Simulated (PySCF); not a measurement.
# SnMeF3: geometry, NMR shifts and electronic excitations

Aim: predict the NMR shifts and electronic excitations of SnMeF3 (`[CH3][Sn]([F])([F])[F]`).

Programs: PySCF 2.14.0, with density-fitted response routines of our own. Each step states its level of theory. These are calculated values for one molecule in the gas phase, unless marked as measured. Atoms count from 0, in the outputs and in this text.

## Step 1: Starting geometry

8 atoms, charge 0, multiplicity 1; geometry from: GFN2-xTB.

Bonds of the start (Å): Sn0–C1 2.19, Sn0–F5 1.97, Sn0–F6 1.97, Sn0–F7 1.97, C1–H2 1.08, C1–H3 1.08, C1–H4 1.08.

## Step 2: Optimising the geometry at PBE0-D3(BJ)/def2-SVP

Job settings and geometry (Å):

```
{"job": {"xc": "PBE0", "basis": "def2-SVP", "d3": "d3bj", "grid": 1, "maxiter": 40, "kind": "geom"}, "charge": 0, "multiplicity": 1}
Sn    -0.001830     0.004170    -0.899120
C      0.002390    -0.004240     1.287820
H     -1.034950     0.058430     1.595810
H      0.577550     0.861200     1.597010
H      0.467020    -0.937010     1.586350
F      1.784090    -0.013430    -1.724750
F     -0.879470     1.562030    -1.719940
F     -0.914810    -1.531150    -1.723190
```

**Question.** This job is followed by: GIAO PBE0/pcSseg-1 Sn:def2-TZVP NMR shielding, non-relativistic, gas phase; TDDFT CAM-B3LYP/def2-SVPD, vertical, gas phase, core orbitals frozen in the response; GIAO B3LYP/pcSseg-1 Sn:def2-TZVP NMR shielding, non-relativistic, gas phase. Predict these results of the whole session: rotational constants (main isotopes); 13C shifts against TMS (PBE0/def2-TZVP+pcSseg-1); 1H shifts against TMS (PBE0/def2-TZVP+pcSseg-1, means over atoms taken as alike); 19F shifts against CFCl3 (PBE0/def2-TZVP+pcSseg-1, means over atoms taken as alike); lowest singlet (CAM-B3LYP/def2-SVPD); lowest triplet; vertical ionisation energy (ΔSCF); vertical electron affinity (ΔSCF); range of the shift of F5.

**Answer**, as computed:

```
                                                                           quantity                        value
                                               rotational constants (main isotopes)         2.84, 2.58, 2.58 GHz
                                   13C shifts against TMS (PBE0/def2-TZVP+pcSseg-1)                     -1.3 ppm
   1H shifts against TMS (PBE0/def2-TZVP+pcSseg-1, means over atoms taken as alike)                     1.13 ppm
19F shifts against CFCl3 (PBE0/def2-TZVP+pcSseg-1, means over atoms taken as alike)                   -152.0 ppm
                                               lowest singlet (CAM-B3LYP/def2-SVPD)  7.48 eV (166 nm), f = 0.377
                                                                     lowest triplet                      6.00 eV
                                                  vertical ionisation energy (ΔSCF)                     12.81 eV
                                                  vertical electron affinity (ΔSCF)                      0.41 eV
                                                           range of the shift of F5         -152.0 to -147.0 ppm
```

In words: The optimisation took 7 steps and gained 0.128 eV; among the close pairs (by a distance rule), Sn0–C1 changed most, from 2.187 to 2.113 Å. At PBE0/def2-TZVP+pcSseg-1: The largest span, 186 ppm, is at F5, F6, F7, where the paramagnetic term is -145 ppm. The lowest singlet, at 7.48 eV, is HOMO→LUMO 0.91 and is bright. The lowest triplet lies 1.47 eV below the lowest singlet (triplets in Tamm-Dancoff, singlets in full TDDFT). Spin-orbit coupling, left out, mixes singlets and triplets in elements this heavy. The orbital energy would give 11.80 eV for ionisation, ΔSCF gives 12.81 eV. Across the 2 runs the shift of F5 (with its like atoms) moves most, between -152.0 (PBE0/def2-TZVP+pcSseg-1) and -147.0 ppm (B3LYP/def2-TZVP+pcSseg-1). Spin-orbit coupling is left out, which matters for shieldings and couplings at and beside the heavy atoms.
